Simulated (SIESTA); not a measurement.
The system is AlFe3B.

```
CELL_PARAMETERS angstrom
3.82232 0.00000 0.00000
0.00000 3.82232 0.00000
0.00000 0.00000 3.82232
ATOMIC_POSITIONS crystal
Fe 0.00000 0.00000 0.50000
Fe 0.00000 0.50000 0.00000
Fe 0.50000 0.00000 0.00000
Al 0.50000 0.50000 0.50000
B 0.00000 0.00000 0.00000
```

The cell comes from a database or a generator and needn't be the stable form of this composition.

| Item | Value |
| --- | --- |
| Program | SIESTA 5.4.2 |
| Task | single point |
| Functional | PBEsol |
| Potentials or basis | PseudoDojo 0.4 standard (PBEsol files) |
| Basis | DZP (energy shift 0.003 Ry; two zetas on semicore shells) |
| Grid cutoff | 800 Ry |
| Energy shift | 0.003 Ry |
| k mesh | 7 × 7 × 7 |
| Occupations | fermi-dirac, width 0.05 eV |
| Spin | collinear spin, ferromagnetic start |
| Starting moments | [3.0, 3.0, 3.0, 0.0, 0.0] μB |

On this cell: pressure -6.5 GPa; largest force zero by symmetry; net moment 4.16 μB per cell; site moments Fe +1.59; Al -0.38; B -0.23 μB; band gap on the k mesh none (metal or under the smearing width).

The same run follows on a disturbed copy (atoms moved at random, drawn with an rms of 0.05 Å):

```
Fe Al B
1.0
     3.82232    0.00000    0.00000
     0.00000    3.82232    0.00000
     0.00000    0.00000    3.82232
Fe Al B
3 1 1
Direct
  0.00373 0.01103 0.48969
  0.99963 0.50589 0.00111
  0.50839 0.00685 0.00261
  0.48355 0.49851 0.49018
  0.01093 0.00610 0.00388
```

What does the disturbed cell give?

The energy (extrapolated to zero smearing) moves by +11.9 meV/atom; pressure -6.0 GPa; largest force 1.305 eV/Å; net moment 4.16 μB per cell; site moments Fe +1.58, +1.59, +1.60; Al -0.38; B -0.23 μB; band gap on the k mesh none (metal or under the smearing width).

Forces on the atoms (eV/Å):
```
Fe  -0.181 -0.169  1.282
Fe  -0.082  0.084 -0.218
Fe   0.065 -0.067 -0.249
Al   0.375  0.204  0.243
B   -0.178 -0.054 -1.060
```

Stress tensor (GPa, compression positive):
```
-6.07  0.15  0.02
 0.15 -6.14  0.13
 0.02  0.13 -5.66
```

Caveats: short orbitals over semicore shells can move pressures by several GPa; the basis of atomic orbitals isn't converged, which shifts pressures, moduli and gaps.
